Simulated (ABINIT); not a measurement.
The system is MnS.

```
Mn S
1.0
     0.00000    2.61225    2.61225
     2.61225    0.00000    2.61225
     2.61225    2.61225    0.00000
Mn S
1 1
Direct
  0.00000 0.00000 0.00000
  0.50000 0.50000 0.50000
```

Base run:

- Program: ABINIT 10.8.3 (patched build)
- Functional: r2SCAN
- Potentials or basis: JTH PAW PBE v2.0
- Cutoff: 707 eV
- k mesh: 6 × 6 × 6
- Occupations: gaussian, width 0.05 eV
- Spin: collinear spin, ferromagnetic start
- Starting moments: [5.0, 0.0] μB
- Hubbard terms: Mn d U = 7 eV

Its results: band gap on the k mesh 1.83 eV, indirect (least direct gap 3.84 eV); net moment 5.00 μB per cell; site moments Mn +4.59; S +0.06 μB.

Problem. The run is repeated on the same cell with these changes: functional from r2SCAN to PBE. What comes out?

Solution. Band gap on the k mesh 1.23 eV, indirect (least direct gap 3.11 eV); net moment 5.00 μB per cell; site moments Mn +4.58; S +0.04 μB.

r2SCAN gives the wider gap, since meta-GGAs in the generalised Kohn-Sham scheme recover part of the derivative discontinuity.

Caveats: a cell with one magnetic atom can't hold antiferromagnetic order, which such compounds often take; the printed total is off under the moment penalty (some runs); moments held by a penalty levels and stress carry it (some runs).

A k mesh can miss the band edges.
